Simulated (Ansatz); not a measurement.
# C₂HCl₃Si: small, medium and large basis sets

One table from this session's results is given with a row withheld; the runs are named, their logs left out.

The runs use Ansatz 0.2.0, Gaussian basis; one geometry, several basis sets.

Levels to be run: PBE0-D4/def2-SVP; ωB97M-V/def2-SVP; PBE0-D4/def2-QZVPP; ωB97M-V/def2-QZVPP; the functionals' def2-TZVPP values are taken from earlier runs.

### The relaxed structure

The geometry comes from an earlier relaxation with PBE0-D4 in a triple-zeta def2 set; it is a stationary point, not always the lowest conformer.

7 atoms, charge 0, spin multiplicity 1.

Atoms are counted from 1 here; the program's logs count them from 0.

Bond lengths: C1–C2 1.205 Å, C1–H7 1.066 Å, C2–Si3 1.800 Å, Si3–Cl4 2.026 Å, Si3–Cl5 2.026 Å, Si3–Cl6 2.026 Å. Angles: C2–C1–H7 180.0°, C1–C2–Si3 180.0°, C2–Si3–Cl4 109.7°, C2–Si3–Cl5 109.7°, C2–Si3–Cl6 109.7°, Cl4–Si3–Cl5 109.3°, Cl4–Si3–Cl6 109.3°, Cl5–Si3–Cl6 109.3°.

The first run:

The input, in.yaml:

```yaml
crystal:
  periodic: [false, false, false]
  atoms:
    - {symbol: C, position_ang: [1.358824, -1.382904, 0.632508]}
    - {symbol: C, position_ang: [0.557287, -0.567614, 0.253358]}
    - {symbol: Si, position_ang: [-0.640130, 0.650295, -0.313611]}
    - {symbol: Cl, position_ang: [-2.278725, -0.291982, -1.044008]}
    - {symbol: Cl, position_ang: [0.182950, 1.788249, -1.774422]}
    - {symbol: Cl, position_ang: [-1.187450, 1.840740, 1.232237]}
    - {symbol: H, position_ang: [2.068444, -2.104785, 0.968239]}
basis:
  gaussian: {orbitals: def2-SVP}
hamiltonian: {xc: pbe0, dispersion: d4}
output: {orbitals: {seedname: orbitals}}
```

On the command line:

```
> ansatz run in.yaml --threads 4 --pin off --events-out ev --progress --plain --max-ram 10444MiB
```

Steps of the session up to this table: PBE0-D4 in def2-SVP; ωB97M-V in def2-SVP; PBE0-D4 in def2-QZVPP; ωB97M-V in def2-QZVPP.

One table of the session follows, with a row left open; its other results are not shown here.

It belongs to the step «Density functionals: the series». 

| functional | basis | HOMO (eV) |
| --- | --- | --- |
| PBE0-D4 | def2-SVP | -8.88 |
| PBE0-D4 | def2-TZVPP | -8.93 |
| PBE0-D4 | def2-QZVPP | -8.95 |
| ωB97M-V | def2-SVP | -11.09 |
| ωB97M-V | def2-TZVPP | -11.17 |
| ωB97M-V | def2-QZVPP | ? |

Q: Estimate the row for ωB97M-V, def2-QZVPP from the others.

**Answer.** HOMO (eV): -11.20. In the column «HOMO (eV)» it is the lowest.
